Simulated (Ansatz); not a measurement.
Task: a ranking of polymorphs by energy of 2 structures of NbH, with the Ansatz DFT code, driven from Python. Give the script and its output. Use (first run): r2SCAN, PAW, cutoff 650 eV, 20×20×20 k-points, cold smearing of 0.05 eV.

`run_polymorphs.py`:
```python
"""Which structure of NbH is lowest in energy, after relaxing cells and atoms."""

import warnings

import ansatz as az
import numpy as np
import spglib

FUNCTIONAL = "r2scan"
SCF_TOL = 1e-09
CUTOFF = 650
KSPACING = 0.14
SMEARING = "cold"
SIGMA = 0.05

PHASES = {
    "I4/mmm": (
        [[-1.606964, 1.606964, 1.984301], [1.606964, -1.606964, 1.984301], [1.606964, 1.606964, -1.984301]],
        [
            ("Nb", [0.0, 0.0, 0.0]),
            ("H", [0.5, 0.5, 0.0]),
        ],
    ),
    "Cmme": (
        [[1.845367, -2.393201, 0.0], [1.845367, 2.393201, 0.0], [0.0, 0.0, 4.804229]],
        [
            ("Nb", [0.75, 0.25, 0.268839]),
            ("Nb", [0.25, 0.75, 0.731161]),
            ("H", [0.25, 0.25, 0.0]),
            ("H", [0.75, 0.75, 0.0]),
        ],
    ),
}


def build(vectors, sites):
    crystal = az.Crystal(lattice=az.Lattice.of(vectors))
    for symbol, position in sites:
        crystal = crystal.atom(symbol, position)
    return crystal


def compute(name, crystal):
    calc = (
        crystal.calculation()
        .functional(FUNCTIONAL)
        .scf(tolerance=SCF_TOL)
        .basis(CUTOFF)
        .kpoints(spacing=KSPACING)
        .occupations(SMEARING, width=SIGMA)
        .stress()
        .band_table()
    )
    calc = calc.relax(force_tolerance=0.03, cell=True)
    return calc.run(threads=1)


def volume_per_atom(outcome):
    return abs(np.linalg.det(outcome.lattice.cell_ang)) / len(outcome.lattice.sites)


def pressure_gpa(outcome):
    return float(np.trace(outcome.report["stress_gpa"]) / 3)


def space_group(outcome):
    sites = outcome.report["lattice"]["sites"]
    kinds = sorted({site["symbol"] for site in sites})
    cell = (outcome.lattice.cell_ang, [site["position_frac"] for site in sites], [kinds.index(site["symbol"]) for site in sites])
    return spglib.get_spacegroup(cell, symprec=0.01)


def main() -> None:
    warnings.simplefilter("ignore", az.DeckWarning)

    phases = {name: build(*cell) for name, cell in PHASES.items()}

    done = {}
    for name, crystal in phases.items():
        done[name] = compute(name, crystal)
        print(f"{name}: {done[name].report['energy_sigma0_ev']:.4f} eV, {len(done[name].lattice.sites)} atoms")

    energy = {name: o.report["energy_sigma0_ev"] / len(o.lattice.sites) for name, o in done.items()}
    lowest = min(energy.values())
    rows = [(name, len(o.lattice.sites), 1000 * (energy[name] - lowest), volume_per_atom(o), pressure_gpa(o), space_group(o)) for name, o in done.items()]
    rows.sort(key=lambda row: row[2])
    print("| phase | atoms | dE (meV/atom) | V (A^3/atom) | P (GPa) | space group |")
    print("| --- | --- | --- | --- | --- | --- |")
    for row in rows:
        print(f"| {row[0]} | {row[1]:d} | {row[2]:.1f} | {row[3]:.3f} | {row[4]:.2f} | {row[5]} |")
    print("order:", " < ".join(row[0] for row in rows))


if __name__ == "__main__":
    main()
```

```console
$ python run_polymorphs.py
I4/mmm: -4579.9254 eV, 2 atoms
Cmme: -9159.9884 eV, 4 atoms
| phase | atoms | dE (meV/atom) | V (A^3/atom) | P (GPa) | space group |
| --- | --- | --- | --- | --- | --- |
| Cmme | 4 | 0.0 | 10.451 | 0.00 | Cmme (67) |
| I4/mmm | 2 | 34.4 | 10.080 | -0.00 | I4/mmm (139) |
order: Cmme < I4/mmm
```

By space group at the end of each run: Cmme (+0 meV an atom, 10.5 Å³) and I4/mmm (+34 meV an atom, 10.1 Å³).

Notes:
- Total energies depend on the potentials; only differences at equal settings carry meaning.
- The program warned that this SCF threshold is loose for forces or stresses.
- Pressure is positive in compression.
- The cells come from databases of deposited and of computed structures, and not all need be stable phases.
- The ranking holds among these structures alone, at zero temperature; the ground state may be another structure. Differences under 10 to 15 meV an atom lie within the error of mesh and functional.
- The script silences the warnings on its input, which a real study should read.
- Run time: 2.3 min on 1 thread of AMD EPYC 9R45 96-Core Processor (Zen 5) (shared host), peak memory 1 GiB.
